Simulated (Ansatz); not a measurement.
What does this script print? It uses Ansatz 0.2.0, Python API.

The script, `analyse.py`:
```python
from pathlib import Path

import ansatz as az
from ase import Atoms
from ase.data import atomic_numbers
from ase.io.cube import read_cube_data
from ase.units import Bohr
import numpy as np
import spglib

atoms = Atoms(
    ["Fe", "Fe", "Fe", "W"],
    scaled_positions=[
        [0.0, 0.5, 0.5],
        [0.5, 0.0, 0.5],
        [0.5, 0.5, 0.0],
        [0.0, 0.0, 0.0],
    ],
    cell=[
        [3.633582, 0.0, 0.0],
        [0.0, 3.633582, 0.0],
        [0.0, 0.0, 3.633582],
    ],
    pbc=True,
)
atoms.set_initial_magnetic_moments([3.5, 3.5, 3.5, 0.0])
system = az.Crystal.from_ase(atoms)

calculation = (
    system.calculation()
    .functional("pbesol")
    .basis(470)
    .kpoints(mesh=(7, 7, 7))
    .occupations("Gaussian", width=0.1)
    .spin("collinear")
    .density()
    .output_files(volumetric_format=["cube", "npy"])
    .density_of_states(energy_step=0.1, projected=True)
)
done = calculation.run(threads=1, pin="off")
summary = done.report

energy = summary["free_energy_ev"]
print("Fe3W: {:.6f} eV = {:.6f} Ry = {:.6f} Ha".format(energy, energy / 13.605693, energy / 27.211386))
print("Fermi level {:.4f} eV, {} k-points, {} symmetry operations".format(summary["fermi_energy_ev"], summary["n_kpoints"], summary["n_symmetry_ops"]))

folder = Path(done.write_results("cubes"))
print("\n".join((folder / "rho.cube").read_text().splitlines()[: 6 + 4]))
values, cube_atoms = read_cube_data(str(folder / "rho.cube"))
print("electrons from the file:", round(values.mean() * cube_atoms.get_volume() / Bohr ** 3, 3))

print(f"net moment {summary['magnetization_mub']:.3f} muB, absolute {summary['absolute_magnetization_mub']:.3f} muB")
for index, (site, m) in enumerate(zip(done.lattice.sites, summary["site_moments_mub"])):
    print(f"  {index:2d} {site.symbol:2s} {m:7.3f}")

dos = done.density_of_states()
energy = np.asarray(dos.energies_ev) - dos.fermi_ev
window = (energy > -10) & (energy < 4)
for index, site in enumerate(done.projected_density_of_states().sites):
    for shell in site.shells:
        if shell.l == 2:
            g = sum(np.sum(part.g_bin_mean_per_ev, axis=0) for part in shell.curves)[window]
            if g.sum() > 1e-6:
                centre = (g * energy[window]).sum() / g.sum()
                width = np.sqrt((g * (energy[window] - centre) ** 2).sum() / g.sum())
                print(f"site {index} {site.species} {shell.label}: centre {centre:.3f} eV, rms width {width:.3f} eV")

spg_cell = (done.lattice.cell_ang, [s.position_frac for s in done.lattice.sites], [atomic_numbers[s.symbol] for s in done.lattice.sites])
found = spglib.get_symmetry_dataset(spg_cell, symprec=1e-3)
print(found.international, found.number, "point group", found.pointgroup)
for site, letter, group in zip(done.lattice.sites, found.wyckoffs, found.site_symmetry_symbols):
    print(f"  {site.symbol:2s} Wyckoff {letter}  site symmetry {group}")
```

```console
$ python analyse.py
Fe3W: -23603.056424 eV = -1734.792665 Ry = -867.396333 Ha
Fermi level 20.4951 eV, 20 k-points, 48 symmetry operations
ansatz rho
values in e/bohr^3 (x slowest, z fastest)
    4    0.000000    0.000000    0.000000
   27    0.254314    0.000000    0.000000
   27    0.000000    0.254314    0.000000
   27    0.000000    0.000000    0.254314
   26   26.000000    0.000000    3.433237    3.433237
   26   26.000000    3.433237    0.000000    3.433237
   26   26.000000    3.433237    3.433237    0.000000
   74   74.000000    0.000000    0.000000    0.000000
electrons from the file: 62.0
net moment 2.044 muB, absolute 2.769 muB
   0 Fe   0.795
   1 Fe   0.795
   2 Fe   0.795
   3 W   -0.244
site 0 Fe 3D: centre -1.095 eV, rms width 1.893 eV
site 1 Fe 3D: centre -1.095 eV, rms width 1.893 eV
site 2 Fe 3D: centre -1.095 eV, rms width 1.893 eV
site 3 W 5D: centre -0.792 eV, rms width 2.764 eV
Pm-3m 221 point group m-3m
  Fe Wyckoff c  site symmetry 4/mm.m
  Fe Wyckoff c  site symmetry 4/mm.m
  Fe Wyckoff c  site symmetry 4/mm.m
  W  Wyckoff a  site symmetry m-3m
```

Notes:
- Absolute energies stand on the zero of these potentials, so only differences at equal settings mean something. A total without «per atom» is that of the cell as typed.
- The magnetic order follows from the starting moments and needn't be the lowest.
- For a metal this k-point mesh is coarse: on a finer one energies can move by several to tens of meV an atom and pressures by half a GPa or more, differences at one mesh by less.
- The zero of the levels is a convention of the potentials, so an absolute Fermi energy is no work function.
- Projections exist only for the shells that the potentials hold, some of them semicore, and samples at single energies can miss narrow peaks.
- Spin-orbit coupling, which matters for elements this heavy, is left out.
- Grid values close to the nuclei reflect the PAW or pseudopotential construction, not the all-electron fields.
- The structure comes from a database of computed cells and needn't be a stable or known phase.
- The density of states is complete only as far up as bands were computed.
- A band centre counts only the states inside the window taken.
- Hardware and time: 11 s on 1 thread of Arm Neoverse V2, on a shared host, peak memory 0.55 GiB.

(Lines on the test bed's own set-up are left out of the output.)
